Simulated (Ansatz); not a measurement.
# C2H5BOS: up Jacob's ladder to CCSD(T)

How much do the methods differ for C2H5BOS? The plan is to run it at one geometry with functionals of several rungs and with coupled cluster. The yardstick is the atomisation energy at the CCSD(T) limit.

Program: Ansatz 0.2.0, Gaussian basis. Level of theory: functionals in def2-TZVPP, the program's frozen cores in correlated methods. These are calculated values, not measurements.

The runs, in order: PBE-D4, r2SCAN-D4, PBE0-D4, B3LYP-D4, ωB97X-V, ωB97M-V, B2PLYP; CCSD(T)/def2-TZVPP; MP2/def2-QZVPP; extrapolation to the limit.

## 1. The geometry

The geometry comes from an earlier relaxation with PBE0-D4 in a triple-zeta def2 set; it is a stationary point, not always the lowest conformer.

10 atoms, charge 0, spin multiplicity 1.

Atoms are counted from 1 here; the program's logs count them from 0.

Bond lengths: O1–C2 1.217 Å, C2–B3 1.596 Å, C2–H6 1.114 Å, B3–C4 1.564 Å, B3–S5 1.994 Å, B3–H7 1.194 Å, C4–S5 1.837 Å, C4–H8 1.085 Å, C4–H9 1.086 Å, S5–H10 1.364 Å. Angles: O1–C2–B3 124.8°, O1–C2–H6 117.3°, B3–C2–H6 117.8°, C2–B3–C4 113.9°, C2–B3–S5 106.7°, C2–B3–H7 121.9°, C4–B3–S5 60.8°, C4–B3–H7 121.4°, S5–B3–H7 114.3°, B3–C4–S5 71.3°, B3–C4–H8 121.6°, B3–C4–H9 120.7°, S5–C4–H8 111.0°, S5–C4–H9 109.0°, H8–C4–H9 113.4°, B3–S5–C4 48.0°, B3–S5–H10 87.5°, C4–S5–H10 94.9°.

## 2. PBE-D4 (GGA)

Input file in.yaml:

```yaml
crystal:
  periodic: [false, false, false]
  atoms:
    - {symbol: O, position_ang: [-1.642946, -0.846155, 0.843965]}
    - {symbol: C, position_ang: [-1.187176, 0.280052, 0.781694]}
    - {symbol: B, position_ang: [0.296983, 0.637386, 0.315821]}
    - {symbol: C, position_ang: [0.684961, 0.040197, -1.076562]}
    - {symbol: S, position_ang: [1.303083, -1.082533, 0.240144]}
    - {symbol: H, position_ang: [-1.875996, 1.124104, 1.014728]}
    - {symbol: H, position_ang: [0.907349, 1.543648, 0.796815]}
    - {symbol: H, position_ang: [-0.044870, -0.461943, -1.703746]}
    - {symbol: H, position_ang: [1.531314, 0.433225, -1.631348]}
    - {symbol: H, position_ang: [0.110399, -1.719181, 0.421387]}
basis:
  gaussian: {orbitals: def2-TZVPP}
hamiltonian: {xc: pbe, dispersion: d4}
output: {forces: true, orbitals: {seedname: orbitals}}
```

On the command line:

```console
$ ansatz run in.yaml --threads 4 --pin off --events-out ev --progress --plain --max-ram 10444MiB
```

Further steps of the session: r2SCAN-D4 (meta-GGA); PBE0-D4 (hybrid); B3LYP-D4 (hybrid); ωB97X-V (range-separated); ωB97M-V (range-separated); B2PLYP (double hybrid); CCSD(T) in def2-TZVPP; MP2 in def2-QZVPP.

**Question.** What will the summary of the whole plan be? Wanted: atomisation energy, CCSD(T)/CBS; farthest; mean size of error, hybrid; mean size of error, range-separated; gap, smallest and largest; T1 diagnostic; triples share of the correlation energy.

**Answer**, as computed:

| quantity | value |
| --- | --- |
| atomisation energy, CCSD(T)/CBS | 3829.2 kJ/mol |
| functionals within 19.1 kJ/mol (0.5 %) | B3LYP-D4 |
| farthest | PBE-D4 (+149.6 kJ/mol) |
| mean size of error, hybrid | 32.4 kJ/mol |
| mean size of error, range-separated | 29.4 kJ/mol |
| gap, smallest and largest | 3.26 eV (PBE-D4), 10.58 eV (ωB97X-V) |
| T1 diagnostic | 0.0154 |
| triples share of the correlation energy | 4.5 % |

In words: PBE-D4 is off by +149.6 kJ/mol. Double hybrids carry the basis error of their MP2 part in triple zeta, and no dispersion term here, so their miss is partly the set-up's. The reference freezes the cores and leaves out relativity and excitations past (T), so misses under about 19.1 kJ/mol can't be ranked. Hartree-Fock recovers 71 % of the binding; the rest is correlation. The gap grows from 3.3 to 10.6 eV across the functionals, mostly with the share of exact exchange.
